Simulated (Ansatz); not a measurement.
# Ru (hcp type): the cost of one run

Program: Ansatz 0.2.0. Level of theory: DFT LDA, with the methods named in each step. These are calculated values, not measurements.

## (1) The structure to begin with

It takes space group P6_3/mmc (No. 194, hexagonal). The conventional cell has a = 2.684 Å, b = 2.684 Å, c = 4.349 Å, α = 90.00°, β = 90.00°, γ = 120.00°. Around Ru (site symmetry -6m2) lie 12 Ru at 2.67 to 2.68 Å.

As a file:

```xyz
2
Lattice="2.6844 0.0000 0.0000 -1.3422 2.3248 0.0000 0.0000 0.0000 4.3488" Properties=species:S:1:pos:R:3 pbc="T T T"
Ru    0.0000    1.5499    1.0872
Ru    1.3422    0.7749    3.2616
```

Whether this phase is the stable one at these pressures isn't tested.

Atoms are numbered in the order of the input: Ru1, Ru2.

## (2) Cell relaxed at zero pressure, PAW

input.yaml reads:

```yaml
crystal:
  lattice:
    - [2.684446372, 0.0, 0.0]
    - [-1.342223186, 2.3247987533, 0.0]
    - [0.0, 0.0, 4.3488031227]
  atoms:
    - { symbol: Ru, position: [0.3333333333, 0.6666666667, 0.25] }
    - { symbol: Ru, position: [0.6666666667, 0.3333333333, 0.75] }
kpoints:
  mp_grid: { grid: [18, 18, 10] }
scf:
  occupations: { method: fermi_dirac, width: 0.05 }
hamiltonian:
  xc: lda
  pseudopotentials: { kind: paw }
output:
  forces: true
  stress: true
relax:
  f_tol: 0.005
  max_steps: 40
  cell: {}
```

Started as:

```console
$ ansatz run input.yaml --threads 1 --pin off --max-ram 2048MiB --backend cpu --events-out ev --progress --plain --runs-dir out
```

Q: Estimate wall time and peak memory on 1 thread of Intel Xeon Platinum 8488C (Sapphire Rapids), shared host.

About 22 s, with a peak of 0.44 GiB.
